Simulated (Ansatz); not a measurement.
NiMoIrPdW:

```
CELL_PARAMETERS angstrom
2.77085 0.00000 0.00000
-1.38543 2.39963 0.00000
0.00000 0.00000 22.01961
ATOMIC_POSITIONS crystal
Ni 0.33333 0.66667 0.85081
Ni 0.66667 0.33333 0.14919
Mo 0.66667 0.33333 0.76059
Mo 0.33333 0.66667 0.23941
Pd 0.33333 0.66667 0.05329
Pd 0.66667 0.33333 0.94671
Ir 0.33333 0.66667 0.65827
Ir 0.66667 0.33333 0.34173
W 0.33333 0.66667 0.44418
W 0.66667 0.33333 0.55582
```

The cell was built by a generator and needn't be a form met in nature.

Base run:

* Program: Ansatz 0.2.0
* Functional: r2SCAN
* Potentials or basis: Ansatz PAW
* Cutoff: 500 eV
* Density cutoff: 2000 eV
* k mesh: 11 × 11 × 2
* Occupations: fermi-dirac, width 0.05 eV
* Spin: collinear spin, ferromagnetic start
* Starting moments: [1.0, 1.0, 1.0, 1.0, 0.0, 0.0, 0.6, 0.6, 0.0, 0.0] μB

Its results: band gap on the k mesh none (metal or under the smearing width); pressure -5.2 GPa; net moment 0.78 μB per cell; largest force 0.206 eV/Å.

Task: After a change of settings the same cell gave: band gap on the k mesh none (metal or under the smearing width); pressure -9.1 GPa; net moment 0.00 μB per cell; largest force 0.196 eV/Å. Which change was it?
A. functional from r2SCAN to RPBE; cutoff from 500 eV to 420 eV; density cutoff from 2000 eV to 1680 eV
B. functional from r2SCAN to PBEsol; cutoff from 500 eV to 420 eV; density cutoff from 2000 eV to 1680 eV
C. functional from r2SCAN to PBE; cutoff from 500 eV to 420 eV; density cutoff from 2000 eV to 1680 eV; hubbard terms from none to Ir d U = 4 eV, Mo d U = 4 eV, Ni d U = 4 eV, Pd d U = 4 eV, W d U = 4 eV; hubbard projectors from none to ortho-atomic (the default)
D. functional from r2SCAN to PBE; potentials or basis from Ansatz PAW to Ansatz PAW earlier set; cutoff from 500 eV to 1080 eV; density cutoff from 2000 eV to 4320 eV; valence electrons from 162 to 218

Result: B.

Caveats: the PAW data sets come from PBE, with cores solved anew for the run's functional, which leaves a small shift of forces and pressure; the magnetic or orbital state may not be the lowest (some runs).

Not every run made on this cell is shown here.
